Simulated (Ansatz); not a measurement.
# TiB: the cost of one run

Method: DFT LDA, scalar-relativistic, in Ansatz 0.2.0.

### 1 The structure to begin with

It takes space group F-43m (No. 216, cubic). Conventional cell: a = 4.202 Å, b = 4.202 Å, c = 4.202 Å, α = 90.00°, β = 90.00°, γ = 90.00°. Around Ti (site symmetry -43m) lie 4 B at 1.82 Å. Around B (site symmetry -43m) lie 4 Ti at 1.82 Å.

Structure file:

```xyz
2
Lattice="0.0000 2.1010 2.1010 2.1010 0.0000 2.1010 2.1010 2.1010 0.0000" Properties=species:S:1:pos:R:3 pbc="T T T"
Ti    3.1515    3.1515    3.1515
B     0.0000    0.0000    0.0000
```

The cell comes from a crystallographic database entry that wasn't checked; take it as a given geometry, which may be far from equilibrium.

Atoms are numbered in the order of the input: Ti1, B2.

### 2 LAPW, all electrons

File input.yaml:

```yaml
crystal:
  lattice:
    - [0.0, 2.101, 2.101]
    - [2.101, 0.0, 2.101]
    - [2.101, 2.101, 0.0]
  atoms:
    - { symbol: Ti, position: [0.75, 0.75, 0.75] }
    - { symbol: B, position: [0.0, 0.0, 0.0] }
kpoints:
  mp_grid: { grid: [13, 13, 13] }
  band_path:
    path:
      - [0.0, 0.0, 0.0]
      - [-0.5, -0.5, 0.0]
      - [-0.375, -0.375, 0.25]
      - [-0.375, 0.0, 0.375]
      - [0.0, 0.0, 0.0]
      - [0.0, 0.0, 0.5]
      - [-0.5, -0.25, 0.25]
      - [-0.5, -0.5, 0.0]
    npoints: 14
scf:
  occupations: { method: fermi_dirac, width: 0.05 }
hamiltonian:
  xc: lda
  pseudopotentials: { kind: all_electron, lapw: { basis_error: 0.00025 } }
output:
  forces: true
  stress: true
  eigenvalues: true
  populations: true
  dos: { projected: true, de: 0.2, e_range: [-14, 8] }
```

On the command line:

```
> ansatz run input.yaml --threads 1 --pin off --max-ram 3072MiB --backend cpu --events-out ev --progress --plain --runs-dir out
```

**Question.** How long does this run take on 1 thread of Arm Neoverse V1, shared host, and how much memory does it need?

About 32 s, with a peak of 0.36 GiB.
